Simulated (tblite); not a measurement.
# C4H13FSi4: the cost of one run

Programs: tblite 0.8.0 and PySCF 2.14.0, with density-fitted response routines of our own. Each step states its level of theory. These are calculated values for one molecule in the gas phase, unless marked as measured. Atoms are numbered from 0 throughout.

**1. The starting structure**

22 atoms, charge 0, multiplicity 1; geometry from: force field or distance geometry start.

Bonds of the start (Å): C0–C1 1.33, C1–C2 1.50, C1–Si3 1.85, Si3–F4 1.61, Si3–Si5 2.28, Si5–Si6 2.30, Si6–Si7 2.28, Si7–C8 1.84, Si7–Si3 2.28, C0–H9 1.10, C0–H10 1.09, C2–H11 1.11, C2–H12 1.08, C2–H13 1.09, Si5–H14 1.48, Si5–H15 1.50, Si6–H16 1.49, Si6–H17 1.49, Si7–H18 1.49, C8–H19 1.09, C8–H20 1.09, C8–H21 1.10.

**2. Optimising the geometry with GFN2-xTB**

Job settings and geometry (Å):

```
{"job": {"kind": "relax", "xc": "GFN2-xTB", "basis": "xTB"}, "charge": 0, "multiplicity": 1}
C     -2.774800     1.176700     0.652800
C     -1.887200     0.274000     0.229300
C     -2.140700    -0.576600    -0.977100
Si    -0.292500     0.014700     1.126100
F     -0.468600     0.409000     2.680300
Si     0.782000    -1.974400     0.854300
Si     2.727300    -0.754800     0.862000
Si     1.502300     1.048600     0.184800
C      1.386300     1.135600    -1.645900
H     -3.726900     1.331100     0.132700
H     -2.628600     1.795200     1.534700
H     -3.099400    -0.301800    -1.460400
H     -1.368300    -0.446300    -1.721800
H     -2.217600    -1.634700    -0.720200
H      0.521400    -2.578300    -0.475100
H      0.663700    -2.957900     1.980700
H      3.300900    -0.578000     2.230300
H      3.729400    -1.211500    -0.137700
H      1.905500     2.338600     0.807400
H      1.137800     0.177200    -2.097700
H      2.324900     1.476100    -2.081900
H      0.612700     1.857000    -1.958200
```

The run is started by

```console
$ OMP_NUM_THREADS=1 python probes_run.py task.json out
```

This one command runs all jobs of the session in turn.

Q: Estimate the wall time and peak memory of this first job on 1 thread of Arm Neoverse V2, shared host.

About 1.7 s, with a peak of 0.18 GiB.
